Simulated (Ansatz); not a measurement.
A first try at harmonic frequencies at the relaxed geometry of C2H3BrGe, SMILES C#[C][GeH2][Br], using Ansatz 0.2.0 through its Python package.

`freq_c2h3brge.py`:
```python
"""Harmonic frequencies of C2H3BrGe at its relaxed geometry."""

import warnings

import ansatz as az
from ase import Atoms
from ase.thermochemistry import IdealGasThermo
import numpy as np


def main() -> None:
    warnings.simplefilter("ignore", az.DeckWarning)

    geometry = (
        az.Crystal.molecule()
        .atom("C", (1.9006, 0.225, 0.7405))
        .atom("C", (0.7824, 0.0369, 0.3323))
        .atom("Ge", (-0.9747, -0.2579, -0.3094))
        .atom("Br", (-1.6702, 1.5945, -1.5352))
        .atom("H", (2.8826, 0.3902, 1.0989))
        .atom("H", (-1.9324, -0.4743, 0.89))
        .atom("H", (-0.9884, -1.5143, -1.2171))
    )

    setup = (
        geometry.calculation()
        .basis(gaussian="def2-SVP")
        .functional("b3lyp")
        .occupations("fermi_dirac", width=0.1)
    )
    symbols = [site.symbol for site in geometry.cartesian_sites]
    start = np.array([site.position_ang for site in geometry.cartesian_sites], dtype=float)
    def progress(event):
        if event["event"] == "relax_step":
            row = event["data"]
            print(f"step {row['step']:3d}  E = {row['lagrangian_ev']:.6f} eV  max force {row['allowed_force_max_ev_ang']:.4f} eV/A")


    r = setup.relax(force_tolerance=0.003, max_steps=30).session().plan().execute(on_event=progress).report
    end = np.array(r["positions_ang"])

    print("bond        before    after (A)")
    for i, j in [(0, 1), (0, 4), (1, 2), (2, 3), (2, 5), (2, 6)]:
        d0, d1 = (np.linalg.norm(xyz[i] - xyz[j]) for xyz in (start, end))
        print(f"{symbols[i]}{i}-{symbols[j]}{j}".ljust(10), f"{d0:8.4f} {d1:8.4f}")

    # same settings at the minimum
    minimum = az.Crystal.molecule()
    for symbol, xyz in zip(symbols, end):
        minimum = minimum.atom(symbol, xyz.tolist())
    vibrating = (
        minimum.calculation()
        .basis(gaussian="def2-SVP")
        .functional("b3lyp")
        .occupations("fermi_dirac", width=0.1)
        .phonons(temperatures=(200, 600, 100))
    )
    vib = vibrating.run(threads=1, pin="off").report["vibrations"]
    sums = vib["harmonic_sums"]
    modes = [m["omega_inv_cm"] for m in sums["modes_at_gamma"] if m["rigid_motion"] == "no"]
    for number, w in enumerate(modes, start=1):
        print(f"mode {number:2d} {w:9.1f} 1/cm {w / 8065.544 * 1000:8.2f} meV")
    print("imaginary modes:", sum(w < 0 for w in modes), " zero-point energy:", round(sums["zero_point_energy_ev"], 4), "eV")
    # rigid rotor and ideal gas, symmetry number taken as one
    gas = IdealGasThermo(vib_energies=[w / 8065.544 for w in modes if w > 0], geometry="linear" if len(modes) == 3 * len(symbols) - 5 else "nonlinear",
                         atoms=Atoms(symbols, positions=end), symmetrynumber=1, spin=0.0)
    print(f"H(298 K) - E = {gas.get_enthalpy(298.15, verbose=False):.4f} eV")
    print(f"S(298 K, 1 bar) = {96485.33 * gas.get_entropy(298.15, 1e5, verbose=False):.1f} J/(mol K) with symmetry number 1")


if __name__ == "__main__":
    main()
```

`python freq_c2h3brge.py` gives:
```text
Traceback (most recent call last):
  File "freq_c2h3brge.py", line 72, in <module>
    main()
    ~~~~^^
  File "freq_c2h3brge.py", line 39, in main
    r = setup.relax(force_tolerance=0.003, max_steps=30).session().plan().execute(on_event=progress).report
        ~~~~~~~~~~~~~~~~~~~~~~~~~~~~~~~~~~~~~~~~~~~~~~~~~~~~~~~~^^
  ...
ansatz.RefusalError: invalid value for `basis.gaussian`: such a run doesn't read scf.occupations; remove what it names
```
(Library frames cut from the traceback.)

Find the fault and give the corrected script.

The fault: in this program a Gaussian-basis run takes no smearing. The cap on steps that the faulty run carried goes too. The change:

```diff
--- before
+++ after
@@ -28,3 +28,2 @@
         .functional("b3lyp")
-        .occupations("fermi_dirac", width=0.1)
     )
@@ -38,3 +37,3 @@
 
-    r = setup.relax(force_tolerance=0.003, max_steps=30).session().plan().execute(on_event=progress).report
+    r = setup.relax(force_tolerance=0.003).session().plan().execute(on_event=progress).report
     end = np.array(r["positions_ang"])
@@ -54,3 +53,2 @@
         .functional("b3lyp")
-        .occupations("fermi_dirac", width=0.1)
         .phonons(temperatures=(200, 600, 100))
```

After the fix:

```console
$ python freq_c2h3brge.py
step   1  E = -128671.320555 eV  max force 0.9642 eV/A
step   2  E = -128671.341606 eV  max force 0.1678 eV/A
step   3  E = -128671.345802 eV  max force 0.0426 eV/A
step   4  E = -128671.345835 eV  max force 0.0109 eV/A
step   5  E = -128671.345849 eV  max force 0.0037 eV/A
step   6  E = -128671.345851 eV  max force 0.0033 eV/A
step   7  E = -128671.345853 eV  max force 0.0001 eV/A
bond        before    after (A)
C0-C1        1.2051   1.2166
C0-H4        1.0583   1.0754
C1-Ge2       1.8937   1.9016
Ge2-Br3      2.3276   2.3330
Ge2-H5       1.5500   1.5350
Ge2-H6       1.5500   1.5350
mode  1      91.7 1/cm    11.37 meV
mode  2     221.4 1/cm    27.45 meV
mode  3     278.4 1/cm    34.51 meV
mode  4     316.4 1/cm    39.23 meV
mode  5     515.2 1/cm    63.88 meV
mode  6     520.6 1/cm    64.54 meV
mode  7     675.4 1/cm    83.74 meV
mode  8     740.9 1/cm    91.86 meV
mode  9     750.2 1/cm    93.02 meV
mode 10     775.3 1/cm    96.12 meV
mode 11     865.3 1/cm   107.28 meV
mode 12    2147.7 1/cm   266.28 meV
mode 13    2161.5 1/cm   268.00 meV
mode 14    2166.4 1/cm   268.59 meV
mode 15    3453.8 1/cm   428.22 meV
imaginary modes: 0  zero-point energy: 0.9721 eV
H(298 K) - E = 1.1568 eV
S(298 K, 1 bar) = 336.3 J/(mol K) with symmetry number 1
```

Notes:
- Total energies depend on the basis set; only differences at equal settings carry meaning.
- The frequencies are harmonic and unscaled, in a modest basis. The result belongs to the one conformer reached from this start, and soft torsions count as harmonic oscillators.
- b3lyp holds the VWN-RPA fit, as in Gaussian; the form of ORCA and Turbomole is b3lyp5.
- The entropy takes a symmetry number of 1; a symmetric molecule's is lower by R ln(sigma).
- Run time: 2.5 min on 1 thread of Arm Neoverse V1, on a shared host, peak memory 0.39 GiB.

(Lines on the test bed's own set-up are left out of the output.)
